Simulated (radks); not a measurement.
# Filling a parabolic well with ω = 2.8 hartree*, with a point charge of +1 at the centre: electrons 1 to 7

Aim: add electrons one at a time to a parabolic well with ω = 2.8 hartree*, with a point charge of +1 at the centre, try the lowest free levels for each, keep the configuration of least energy, and see where shells close.

Method: non-relativistic spin-polarised Kohn-Sham, exchange-only LDA, spherically averaged shells; computed with radks, version 2.

### Step 1. The system

```
well                     : a parabolic well with ω = 2.8 hartree*, with a point charge of +1 at the centre
functional               : exchange-only LDA
levels                   : named by radial order: 1s, 1p, 1d, 2s, 1f and so on
units                    : effective atomic units, hartree* and bohr*
configuration carried in : none
```

### Step 2. Electron number 1

Candidate: add 1s up. Settings of this run:

```ini
kind = parabolic
xc = LDAX
omega = 2.8  # hartree
z = 1  # e
electrons = 1
background = 0  # e
configuration = 1s(up 1, down 0)
```

Started as:

```bash
$ python run_model.py task.json out
```

task.json names the series; the program runs every candidate in turn, and a move starts from the lowest state found so far. In the records, mag is the spin moment and err the last SCF error; their hartree and bohr are effective units.

The program writes no log. Results of the run, from its result record (rounded, main fields):

```text
status: converged
energy_total [hartree]: 2.24856306
energy_kinetic [hartree]: 2.723136
energy_external [hartree]: -0.5872339
energy_hartree [hartree]: 0.7651529
energy_xc [hartree]: -0.6524918
energy_background [hartree]: 0.0
orbitals [level, occupation, hartree, mean radius in bohr]:
  - ["1s up", 1, 2.79622, 0.591512]
r2_mean [bohr^2]: 0.4227635
mag [bohr magneton]: 1
err: 1.8e-09
```

Kept: 1s(up 1, down 0).

### Step 3. 2 electrons

Candidate: add 1s down. Settings of this run:

```ini
kind = parabolic
xc = LDAX
omega = 2.8  # hartree
z = 1  # e
electrons = 2
background = 0  # e
configuration = 1s2
```

The program writes no log. Results of the run, from its result record (rounded, main fields):

```text
status: converged
energy_total [hartree]: 5.98924221
energy_kinetic [hartree]: 4.937168
energy_external [hartree]: -0.6174409
energy_hartree [hartree]: 2.910932
energy_xc [hartree]: -1.241417
energy_background [hartree]: 0.0
orbitals [level, occupation, hartree, mean radius in bohr]:
  - ["1s up", 1, 4.24318, 0.621218]
  - ["1s down", 1, 4.24318, 0.621218]
r2_mean [bohr^2]: 0.4645583
mag [bohr magneton]: 0
err: 1.2e-09
alpha [bohr^3]: 0.1676111
```

Candidate: add 1p up. Changed: configuration = 1s(up 1, down 0) 1p(up 1, down 0).

Result:

```text
status: converged
energy_total [hartree]: 8.97482879
energy_kinetic [hartree]: 6.261918
energy_external [hartree]: 1.593805
energy_hartree [hartree]: 2.42502
energy_xc [hartree]: -1.305914
energy_background [hartree]: 0.0
orbitals [level, occupation, hartree, mean radius in bohr]:
  - ["1s up", 1, 3.80996, 0.607468]
  - ["1p up", 1, 7.15458, 0.87549]
r2_mean [bohr^2]: 0.6478209
mag [bohr magneton]: 2
err: 9.1e-10
```

| candidate | configuration | above the lowest (hartree*) |
| --- | --- | --- |
| add 1s down | 1s2 | lowest |
| add 1p up | 1s(up 1, down 0) 1p(up 1, down 0) | 2.99 |

Kept: 1s2.

### Step 4. N = 3

Candidate: add 1p up. Settings of this run:

```ini
kind = parabolic
xc = LDAX
omega = 2.8  # hartree
z = 1  # e
electrons = 3
background = 0  # e
configuration = 1s2 1p(up 1, down 0)
```

The program writes no log. Results of the run, from its result record (rounded, main fields):

```text
status: converged
energy_total [hartree]: 13.8389772
energy_kinetic [hartree]: 8.189572
energy_external [hartree]: 1.919393
energy_hartree [hartree]: 5.596126
energy_xc [hartree]: -1.866114
energy_background [hartree]: 0.0
orbitals [level, occupation, hartree, mean radius in bohr]:
  - ["1s up", 1, 5.20627, 0.63745]
  - ["1p up", 1, 8.26261, 0.903235]
  - ["1s down", 1, 5.34419, 0.632741]
r2_mean [bohr^2]: 0.624392
mag [bohr magneton]: 1
err: 1.2e-09
```

Candidate: add 2s up. Changed: configuration = 1s2 2s(up 1, down 0).

Result:

```text
status: converged
energy_total [hartree]: 16.1874531
energy_kinetic [hartree]: 9.719047
energy_external [hartree]: 2.83373
energy_hartree [hartree]: 5.483623
energy_xc [hartree]: -1.848946
energy_background [hartree]: 0.0
orbitals [level, occupation, hartree, mean radius in bohr]:
  - ["1s up", 1, 5.18347, 0.636552]
  - ["2s up", 1, 10.5623, 0.999404]
  - ["1s down", 1, 5.30895, 0.639059]
r2_mean [bohr^2]: 0.7343112
mag [bohr magneton]: 1
err: 1.1e-09
```

| candidate | configuration | above the lowest (hartree*) |
| --- | --- | --- |
| add 1p up | 1s2 1p(up 1, down 0) | lowest |
| add 2s up | 1s2 2s(up 1, down 0) | 2.35 |

The series goes on from 1s2 1p(up 1, down 0).

### Step 5. Electron number 4

Candidate: add 1p up. Settings of this run:

```ini
kind = parabolic
xc = LDAX
omega = 2.8  # hartree
z = 1  # e
electrons = 4
background = 0  # e
configuration = 1s2 1p(up 2, down 0)
```

The program writes no log. Results of the run, from its result record (rounded, main fields):

```text
status: converged
energy_total [hartree]: 22.5275273
energy_kinetic [hartree]: 11.25555
energy_external [hartree]: 4.704929
energy_hartree [hartree]: 9.174541
energy_xc [hartree]: -2.607495
energy_background [hartree]: 0.0
orbitals [level, occupation, hartree, mean radius in bohr]:
  - ["1s up", 1, 6.18355, 0.651209]
  - ["1p up", 2, 9.11681, 0.918143]
  - ["1s down", 1, 6.41574, 0.644306]
r2_mean [bohr^2]: 0.7181777
mag [bohr magneton]: 2
err: 1.7e-11
```

Candidate: add 1p down. Changed: configuration = 1s2 1p(up 1, down 1).

Result:

```text
status: converged
energy_total [hartree]: 22.6615873
energy_kinetic [hartree]: 11.22093
energy_external [hartree]: 4.748164
energy_hartree [hartree]: 9.161689
energy_xc [hartree]: -2.469192
energy_background [hartree]: 0.0
orbitals [level, occupation, hartree, mean radius in bohr]:
  - ["1s up", 1, 6.27603, 0.648974]
  - ["1p up", 1, 9.22407, 0.919179]
  - ["1s down", 1, 6.27603, 0.648974]
  - ["1p down", 1, 9.22407, 0.919179]
r2_mean [bohr^2]: 0.7202915
mag [bohr magneton]: 0
err: 1.3e-11
```

Candidate: add 2s up. Changed: configuration = 1s2 1p(up 1, down 0) 2s(up 1, down 0).

Result:

```text
status: converged
energy_total [hartree]: 24.8447793
energy_kinetic [hartree]: 12.78849
energy_external [hartree]: 5.603701
energy_hartree [hartree]: 9.002328
energy_xc [hartree]: -2.549738
energy_background [hartree]: 0.0
orbitals [level, occupation, hartree, mean radius in bohr]:
  - ["1s up", 1, 6.14785, 0.65101]
  - ["1p up", 1, 9.07929, 0.920417]
  - ["2s up", 1, 11.3838, 1.00626]
  - ["1s down", 1, 6.38622, 0.65118]
r2_mean [bohr^2]: 0.800027
mag [bohr magneton]: 2
err: 2.4e-11
```

Candidate: move 1p up to 1p down: the same state as a run above.

| candidate | configuration | above the lowest (hartree*) |
| --- | --- | --- |
| add 1p up | 1s2 1p(up 2, down 0) | lowest |
| add 1p down | 1s2 1p(up 1, down 1) | 0.134 |
| add 2s up | 1s2 1p(up 1, down 0) 2s(up 1, down 0) | 2.32 |
| move 1p up to 1p down | 1s2 1p(up 1, down 1) | 0.134 |

Kept: 1s2 1p(up 2, down 0).

From the same record, its empty bound levels (hartree) and its density (bohr, e/bohr³):

```text
empty: [["1d up", 11.8], ["2s up", 11.449], ["1f up", 14.48], ["1p down", 9.3984], ["1d down", 12.073], ["2s down", 11.656], ["1f down", 14.725]]
r: [0.0339, 0.1191, 0.2043, 0.2894, 0.3746, 0.4598, 0.545, 0.6302, 0.7153, 0.8005, 0.8857, 0.9709, 1.056, 1.141, 1.226, 1.312, 1.397, 1.482, 1.567, 1.652]
n: [2.968, 2.508, 2.128, 1.813, 1.546, 1.312, 1.103, 0.9109, 0.7354, 0.5769, 0.4378, 0.3204, 0.2256, 0.1526, 0.09898, 0.06115, 0.03637, 0.02071, 0.01129, 0.005892]
```

### Step 6. 5 electrons

Candidate: add 1p up. Settings of this run:

```ini
kind = parabolic
xc = LDAX
omega = 2.8  # hartree
z = 1  # e
electrons = 5
background = 0  # e
configuration = 1s2 1p(up 3, down 0)
```

The program writes no log. Results of the run, from its result record (rounded, main fields):

```text
status: converged
energy_total [hartree]: 32.0739042
energy_kinetic [hartree]: 14.14156
energy_external [hartree]: 7.750038
energy_hartree [hartree]: 13.60399
energy_xc [hartree]: -3.421684
energy_background [hartree]: 0.0
orbitals [level, occupation, hartree, mean radius in bohr]:
  - ["1s up", 1, 7.15239, 0.664185]
  - ["1p up", 3, 9.97556, 0.93277]
  - ["1s down", 1, 7.45827, 0.655804]
r2_mean [bohr^2]: 0.7859772
mag [bohr magneton]: 3
err: 3.9e-11
```

Candidate: add 1p down. Changed: configuration = 1s2 1p(up 2, down 1).

Result:

```text
status: converged
energy_total [hartree]: 32.3003536
energy_kinetic [hartree]: 14.0868
energy_external [hartree]: 7.822106
energy_hartree [hartree]: 13.57983
energy_xc [hartree]: -3.18838
energy_background [hartree]: 0.0
orbitals [level, occupation, hartree, mean radius in bohr]:
  - ["1s up", 1, 7.22342, 0.662617]
  - ["1p up", 2, 10.0559, 0.9338]
  - ["1s down", 1, 7.3185, 0.660543]
  - ["1p down", 1, 10.1636, 0.935023]
r2_mean [bohr^2]: 0.7888971
mag [bohr magneton]: 1
err: 1e-10
```

Candidate: add 2s up. Changed: configuration = 1s2 1p(up 2, down 0) 2s(up 1, down 0).

Result:

```text
status: converged
energy_total [hartree]: 34.3505934
energy_kinetic [hartree]: 15.67773
energy_external [hartree]: 8.630877
energy_hartree [hartree]: 13.37938
energy_xc [hartree]: -3.337397
energy_background [hartree]: 0.0
orbitals [level, occupation, hartree, mean radius in bohr]:
  - ["1s up", 1, 7.11377, 0.66448]
  - ["1p up", 2, 9.93283, 0.934275]
  - ["2s up", 1, 12.2038, 1.01436]
  - ["1s down", 1, 7.43423, 0.663247]
r2_mean [bohr^2]: 0.8508219
mag [bohr magneton]: 3
err: 7.8e-11
```

Candidate: move 1p up to 1p down: the same state as a run above.

| candidate | configuration | above the lowest (hartree*) |
| --- | --- | --- |
| add 1p up | 1s2 1p(up 3, down 0) | lowest |
| add 1p down | 1s2 1p(up 2, down 1) | 0.226 |
| add 2s up | 1s2 1p(up 2, down 0) 2s(up 1, down 0) | 2.28 |
| move 1p up to 1p down | 1s2 1p(up 2, down 1) | 0.226 |

The series goes on from 1s2 1p(up 3, down 0).

### Step 7. Electron number 6

Candidate: add 1p down. Settings of this run:

```ini
kind = parabolic
xc = LDAX
omega = 2.8  # hartree
z = 1  # e
electrons = 6
background = 0  # e
configuration = 1s2 1p(up 3, down 1)
```

The program writes no log. Results of the run, from its result record (rounded, main fields):

```text
status: converged
energy_total [hartree]: 42.7750821
energy_kinetic [hartree]: 16.79188
energy_external [hartree]: 11.15197
energy_hartree [hartree]: 18.81179
energy_xc [hartree]: -3.980565
energy_background [hartree]: 0.0
orbitals [level, occupation, hartree, mean radius in bohr]:
  - ["1s up", 1, 8.16404, 0.675441]
  - ["1p up", 3, 10.8933, 0.948133]
  - ["1s down", 1, 8.33396, 0.67205]
  - ["1p down", 1, 11.082, 0.950705]
r2_mean [bohr^2]: 0.844203
mag [bohr magneton]: 2
err: 3.6e-10
```

Candidate: add 2s up. Changed: configuration = 1s2 1p(up 3, down 0) 2s(up 1, down 0).

Result:

```text
status: converged
energy_total [hartree]: 44.7096377
energy_kinetic [hartree]: 18.39822
energy_external [hartree]: 11.91949
energy_hartree [hartree]: 18.5763
energy_xc [hartree]: -4.184367
energy_background [hartree]: 0.0
orbitals [level, occupation, hartree, mean radius in bohr]:
  - ["1s up", 1, 8.06832, 0.677461]
  - ["1p up", 3, 10.7842, 0.948311]
  - ["2s up", 1, 13.0159, 1.02281]
  - ["1s down", 1, 8.45419, 0.675221]
r2_mean [bohr^2]: 0.8943857
mag [bohr magneton]: 4
err: 1.7e-10
```

Candidate: add 2s down. Changed: configuration = 1s2 1p(up 3, down 0) 2s(up 0, down 1).

Result:

```text
status: converged
energy_total [hartree]: 44.9074645
energy_kinetic [hartree]: 18.35294
energy_external [hartree]: 11.98664
energy_hartree [hartree]: 18.55203
energy_xc [hartree]: -3.984145
energy_background [hartree]: 0.0
orbitals [level, occupation, hartree, mean radius in bohr]:
  - ["1s up", 1, 8.1446, 0.683029]
  - ["1p up", 3, 10.828, 0.946661]
  - ["1s down", 1, 8.3255, 0.671576]
  - ["2s down", 1, 13.1774, 1.03264]
r2_mean [bohr^2]: 0.8965477
mag [bohr magneton]: 2
err: 1e-10
```

Candidate: move 1p up to 1p down. Changed: configuration = 1s2 1p(up 2, down 2).

Result:

```text
status: converged
energy_total [hartree]: 42.8681583
energy_kinetic [hartree]: 16.77107
energy_external [hartree]: 11.18088
energy_hartree [hartree]: 18.80102
energy_xc [hartree]: -3.884821
energy_background [hartree]: 0.0
orbitals [level, occupation, hartree, mean radius in bohr]:
  - ["1s up", 1, 8.23799, 0.674076]
  - ["1p up", 2, 10.9746, 0.949359]
  - ["1s down", 1, 8.23799, 0.674076]
  - ["1p down", 2, 10.9746, 0.949359]
r2_mean [bohr^2]: 0.8452272
mag [bohr magneton]: 0
err: 1.9e-10
```

| candidate | configuration | above the lowest (hartree*) |
| --- | --- | --- |
| add 1p down | 1s2 1p(up 3, down 1) | lowest |
| add 2s up | 1s2 1p(up 3, down 0) 2s(up 1, down 0) | 1.93 |
| add 2s down | 1s2 1p(up 3, down 0) 2s(up 0, down 1) | 2.13 |
| move 1p up to 1p down | 1s2 1p(up 2, down 2) | 0.0931 |

Lowest: 1s2 1p(up 3, down 1).

### Step 8. Electron number 7

Candidate: add 1p down. Settings of this run:

```ini
kind = parabolic
xc = LDAX
omega = 2.8  # hartree
z = 1  # e
electrons = 7
background = 0  # e
configuration = 1s2 1p(up 3, down 2)
```

The program writes no log. Results of the run, from its result record (rounded, main fields):

```text
status: converged
energy_total [hartree]: 54.2514426
energy_kinetic [hartree]: 19.3116
energy_external [hartree]: 14.79191
energy_hartree [hartree]: 24.80238
energy_xc [hartree]: -4.654451
energy_background [hartree]: 0.0
orbitals [level, occupation, hartree, mean radius in bohr]:
  - ["1s up", 1, 9.15223, 0.686751]
  - ["1p up", 3, 11.792, 0.963403]
  - ["1s down", 1, 9.22745, 0.685473]
  - ["1p down", 2, 11.8734, 0.964759]
r2_mean [bohr^2]: 0.893623
mag [bohr magneton]: 1
err: 1.5e-09
```

Candidate: add 2s up. Changed: configuration = 1s2 1p(up 3, down 1) 2s(up 1, down 0).

Result:

```text
status: converged
energy_total [hartree]: 56.252699
energy_kinetic [hartree]: 20.89096
energy_external [hartree]: 15.57751
energy_hartree [hartree]: 24.51438
energy_xc [hartree]: -4.730147
energy_background [hartree]: 0.0
orbitals [level, occupation, hartree, mean radius in bohr]:
  - ["1s up", 1, 9.058, 0.688736]
  - ["1p up", 3, 11.6853, 0.963568]
  - ["2s up", 1, 13.8512, 1.03301]
  - ["1s down", 1, 9.30857, 0.69181]
  - ["1p down", 1, 11.9169, 0.964781]
r2_mean [bohr^2]: 0.9371192
mag [bohr magneton]: 3
err: 2.1e-10
```

Candidate: add 2s down. Changed: configuration = 1s2 1p(up 3, down 1) 2s(up 0, down 1).

Result:

```text
status: converged
energy_total [hartree]: 56.3631181
energy_kinetic [hartree]: 20.86795
energy_external [hartree]: 15.61355
energy_hartree [hartree]: 24.50053
energy_xc [hartree]: -4.618914
energy_background [hartree]: 0.0
orbitals [level, occupation, hartree, mean radius in bohr]:
  - ["1s up", 1, 9.13693, 0.694892]
  - ["1p up", 3, 11.7296, 0.962054]
  - ["1s down", 1, 9.2059, 0.685759]
  - ["1p down", 1, 11.8464, 0.967674]
  - ["2s down", 1, 13.9459, 1.03819]
r2_mean [bohr^2]: 0.9381811
mag [bohr magneton]: 1
err: 3.2e-10
```

| candidate | configuration | above the lowest (hartree*) |
| --- | --- | --- |
| add 1p down | 1s2 1p(up 3, down 2) | lowest |
| add 2s up | 1s2 1p(up 3, down 1) 2s(up 1, down 0) | 2.00 |
| add 2s down | 1s2 1p(up 3, down 1) 2s(up 0, down 1) | 2.11 |

The series goes on from 1s2 1p(up 3, down 2).

### Step 9. Collected

| N | configuration | unpaired | chemical potential (hartree*) | addition energy (hartree*) | rms radius (bohr*) |
| --- | --- | --- | --- | --- | --- |
| 1 | 1s(up 1, down 0) | 1 | 2.249 | 1.49 | 0.650 |
| 2 | 1s2 | 0 | 3.741 | 4.11 | 0.682 |
| 3 | 1s2 1p(up 1, down 0) | 1 | 7.850 | 0.839 | 0.790 |
| 4 | 1s2 1p(up 2, down 0) | 2 | 8.689 | 0.858 | 0.847 |
| 5 | 1s2 1p(up 3, down 0) | 3 | 9.546 | 1.15 | 0.887 |
| 6 | 1s2 1p(up 3, down 1) | 2 | 10.70 | 0.775 | 0.919 |
| 7 | 1s2 1p(up 3, down 2) | 1 | 11.48 | - | 0.945 |

Chemical potential E(N) - E(N-1); addition energy E(N+1) + E(N-1) - 2E(N).

Density of N = 7:

r (bohr*), 4πr² × density and a bar:
```
     0.04       0.05 
     0.18       0.83 ###
     0.32       2.31 ########
     0.47       4.28 ################
     0.61       6.35 #######################
     0.75       7.82 #############################
     0.89       8.11 ##############################
     1.03       7.15 ##########################
     1.18       5.37 ####################
     1.32       3.45 #############
     1.46       1.91 #######
     1.61       0.91 ###
     1.75       0.38 #
     1.89       0.14
```

### Step 10. Results

| quantity | value |
| --- | --- |
| closed shells at N | 2 |
| largest addition energy | 4.11 hartree* at N = 2 (of N = 1 to 6) |
| most unpaired electrons | 3 at N = 5 |
| polarisability at N = 2 | 0.1676 bohr*³ |
| configuration at N = 7 | 1s2 1p(up 3, down 2) |

What this shows: All occupied shells are full at N = 2, and the second difference peaks there. The largest moment in range is 3, first at N = 5: exchange favours parallel spins in open shells. Spherical averaging forbids deformation, and the greedy search can miss a lower configuration.
